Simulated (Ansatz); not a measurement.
Ge3Pd:

```xyz
4
Lattice="4.1420 0.0000 0.0000 0.0000 4.1420 0.0000 0.0000 0.0000 4.1420" Properties=species:S:1:pos:R:3 pbc="T T T"
Pd    0.0000    0.0000    0.0000
Ge    2.0710    2.0710    0.0000
Ge    2.0710    0.0000    2.0710
Ge    0.0000    2.0710    2.0710
```

The cell comes from a database or a generator and needn't be the stable form of this composition.

Base run:

```yaml
Program: Ansatz 0.2.0
Functional: PBEsol
Potentials_or_basis: Ansatz PAW
Cutoff: 420 eV
Density_cutoff: 1680 eV
k_mesh: 7 × 7 × 7
Occupations: fermi-dirac, width 0.05 eV
Spin: no spin polarisation
Hubbard_terms: Pd d U = 8 eV
```

Its results: band gap on the k mesh none (metal or under the smearing width); pressure -2.7 GPa.

After a change of settings the same cell gave: band gap on the k mesh none (metal or under the smearing width); pressure -4.7 GPa. Which change was it?
A. functional from PBEsol to r2SCAN; cutoff from 420 eV to 500 eV; density cutoff from 1680 eV to 2000 eV; hubbard terms from Pd d U = 8 eV to none; hubbard projectors from ortho-atomic (the default) to none
B. functional from PBEsol to PBE; hubbard terms from Pd d U = 8 eV to none; hubbard projectors from ortho-atomic (the default) to none
C. hubbard terms from Pd d U = 8 eV to Pd d U = 5 eV
D. hubbard terms from Pd d U = 8 eV to none; hubbard projectors from ortho-atomic (the default) to none

D.

Caveats: the PAW data sets come from PBE, with cores solved anew for the run's functional, which leaves a small shift of forces and pressure; U without spin polarisation on a metal has little footing (some runs); the U is typed as a test and isn't derived for this compound (some runs).

Not every run made on this cell is shown here.
